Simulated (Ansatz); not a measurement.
**F2H3NSi: taking an electron away**

Aim: the vertical ionisation energy of F2H3NSi, as cation minus neutral at the neutral's geometry, on several levels, and how well −ε(HOMO) stands in for it.

Computed with Ansatz 0.2.0, Gaussian basis. Level: unrestricted cation, the program's frozen cores in correlated methods.

The runs, in order: UKS PBE-D4/def2-TZVPP; UKS r2SCAN-D4/def2-TZVPP; UKS PBE0-D4/def2-TZVPP; UKS B3LYP-D4/def2-TZVPP; UKS wB97X-V/def2-TZVPP; UKS wB97M-V/def2-TZVPP; UKS B2PLYP/def2-TZVPP; UHF-CCSD(T)/def2-TZVPP; UHF-CCSD(T)/def2-QZVPP; extrapolation to the limit; then −ε(HOMO) from the neutral's earlier runs with LDA (SPW92), PBE-D4, revPBE-D4, BLYP-D4, r2SCAN-D4, B97M-V, PBE0-D4, B3LYP-D4, r2SCANh-D4, r2SCAN0-D4, HSE06-D4, BHLYP-D4, CAM-B3LYP-D4, LC-ωPBE, ωB97X-V, ωB97M-V.

### 1 The relaxed structure

All runs share one geometry, relaxed beforehand with PBE0-D4 in a triple-zeta def2 set.

SMILES `N[SiH](F)F`, 7 atoms, charge 0, spin multiplicity 1.

Atoms are counted from 1 here; the program's logs count them from 0.

Bond lengths: N1–Si2 1.684 Å, N1–H5 1.006 Å, N1–H6 1.007 Å, Si2–F3 1.586 Å, Si2–F4 1.591 Å, Si2–H7 1.470 Å. Angles: Si2–N1–H5 121.4°, Si2–N1–H6 122.6°, H5–N1–H6 112.3°, N1–Si2–F3 108.1°, N1–Si2–F4 114.7°, N1–Si2–H7 110.9°, F3–Si2–F4 104.6°, F3–Si2–H7 111.4°, F4–Si2–H7 107.1°.

### 2 Cation, UKS PBE-D4/def2-TZVPP

in.yaml reads:

```yaml
crystal:
  periodic: [false, false, false]
  atoms:
    - {symbol: N, position_ang: [-0.499292, 0.899307, -0.153994]}
    - {symbol: Si, position_ang: [0.397241, -0.509314, 0.062312]}
    - {symbol: F, position_ang: [0.976348, -0.503222, 1.539114]}
    - {symbol: F, position_ang: [-0.444964, -1.855327, -0.031935]}
    - {symbol: H, position_ang: [-0.711420, 1.250252, -1.072541]}
    - {symbol: H, position_ang: [-1.130062, 1.253869, 0.545680]}
    - {symbol: H, position_ang: [1.473349, -0.603566, -0.934436]}
basis:
  gaussian: {orbitals: def2-TZVPP}
total_charge: 1
magnetization: {spin_polarized: true, initial_magnetization: 1}
hamiltonian: {xc: pbe, dispersion: d4}
```

On the command line:

```sh
$ ansatz run in.yaml --threads 2 --pin off --events-out ev --progress --plain --max-ram 22528MiB --backend cpu
```

The runs that follow: Cation, UKS r2SCAN-D4/def2-TZVPP; Cation, UKS PBE0-D4/def2-TZVPP; Cation, UKS B3LYP-D4/def2-TZVPP; Cation, UKS wB97X-V/def2-TZVPP; Cation, UKS wB97M-V/def2-TZVPP; Cation, UKS B2PLYP (frozen core)/def2-TZVPP; Cation, UHF-CCSD(T)/def2-TZVPP; Cation, UHF-CCSD(T)/def2-QZVPP.

Before running them: what should the planned runs give, taken together? Wanted: ionisation energy, CCSD(T)/CBS; nearest functional by difference; nearest −ε(HOMO); −ε(HOMO) of PBE; T1 of the cation.

As calculated:

```
                        quantity               value
  ionisation energy, CCSD(T)/CBS            11.24 eV
nearest functional by difference  ωB97X-V (-0.13 eV)
                nearest −ε(HOMO)  LC-ωPBE (+0.08 eV)
                 −ε(HOMO) of PBE             6.84 eV
                T1 of the cation               0.015
```

What this shows: Energy differences with functionals land within 0.39 eV of the reference. The PBE orbital energy is 4.4 eV too small: a semilocal HOMO is no ionisation energy. Among orbital estimates LC-ωPBE comes nearest. Hartree-Fock falls 1.52 eV short, as the neutral has more correlation energy than the cation.
